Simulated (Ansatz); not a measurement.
What does this script print? It uses the Ansatz DFT code, driven from Python.

The script reads `POSCAR_sc`:
```text
Sc
1.0
   0.00000000    2.26000000    2.26000000
   2.26000000    0.00000000    2.26000000
   2.26000000    2.26000000    0.00000000
Sc
1
Direct
   0.00000000    0.00000000    0.00000000
```

The script, `run_lattice.py`:
```python
'''How the lattice of Sc depends on the functional.'''

import ansatz as az
from ase.io import read
import numpy as np

def edges_and_angles(cell):
    cell = np.asarray(cell)
    a, b, c = np.linalg.norm(cell, axis=1)
    cosines = cell[1] @ cell[2] / (b * c), cell[0] @ cell[2] / (a * c), cell[0] @ cell[1] / (a * b)
    return (a, b, c, *np.degrees(np.arccos(cosines)))

atoms = read('POSCAR_sc', format='vasp')
xtal = az.Crystal.from_ase(atoms)

base = (
    xtal.calculation()
    .scf(tolerance=1e-09, extra_bands=8, lower_state_search='light', algorithm='direct_min')
    .mixing('anderson', beta=0.3)
    .kpoints(5, 5, 5, center='gamma')
    .initial_density(normalization='atom')
    .occupations(az.OccupationsMethod.FERMI_DIRAC, width=0.1)
    .basis(12 * az.Ha, density_ratio=8)
    .relax(cell=True, force_tolerance=0.05)
)

levels = [('pbesol', 'd3bj'), ('lda', 'none'), ('pbesol', 'none')]
print('level            a       b       c    alpha   beta  gamma  V/atom  steps')
for name, dispersion in levels:
    seen = []
    run = base.functional(name, dispersion=dispersion).session().plan()
    res = run.execute(on_event=lambda e: seen.append(e) if e['event'] == 'relax_step' else None)
    cell = res.lattice.cell_ang
    label = name if dispersion == 'none' else f'{name}+{dispersion}'
    print('{:13s} {:7.4f} {:7.4f} {:7.4f} {:6.2f} {:6.2f} {:6.2f}'.format(label, *edges_and_angles(cell)), f'{abs(np.linalg.det(cell)) / len(res.lattice.sites):7.3f} {len(seen):5d}')
```

`python run_lattice.py` gives:
```text
level            a       b       c    alpha   beta  gamma  V/atom  steps
DeckWarning: basis.ecutwfc = 326.536634951856 eV is below the records' recommended 420 eV, and the density's cutoff is lower with it unless basis.ecutrho_ratio is high enough to keep the records' density cutoff: compare with a run at a higher cutoff
DeckWarning: relax.cell: scf.convergence.dr2_threshold = 1e-9 eV is looser than the 1e-10 eV advised for a relaxation that steers and ends on the stress (1e-10 eV for each atom of the cell: 1). What [...]
pbesol+d3bj    3.1784  3.1784  3.1784  60.00  60.00  60.00  22.704     6
lda            3.1803  3.1803  3.1803  60.00  60.00  60.00  22.746     6
pbesol         3.2347  3.2347  3.2347  60.00  60.00  60.00  23.933     6
```
(Warnings from the package without file and line, shortened.)

From smallest to largest: PBEsol+D3BJ (22.70 Å³ an atom, -1.7 % against the start), LDA (22.75 Å³ an atom, -1.5 % against the start) and PBEsol (23.93 Å³ an atom, +3.7 % against the start). The spread is 5.4 % in volume.

The settings weren't tested for convergence. The cutoff lies under the one recommended for these potentials. The run is spin-unpolarised. Dispersion corrections can be off by several per cent in the lattices of metals, and by several GPa in the pressure at a fixed cell. For a metal this mesh is far too coarse, so the numbers only illustrate the procedure. Edges and angles are those of the cell as typed, here a primitive one, not of the conventional cell. This isn't the structure that Sc takes at ambient conditions. It ran for 6.1 s on 1 thread of Arm Neoverse V2, with other jobs on the host, peak memory 0.39 GiB.
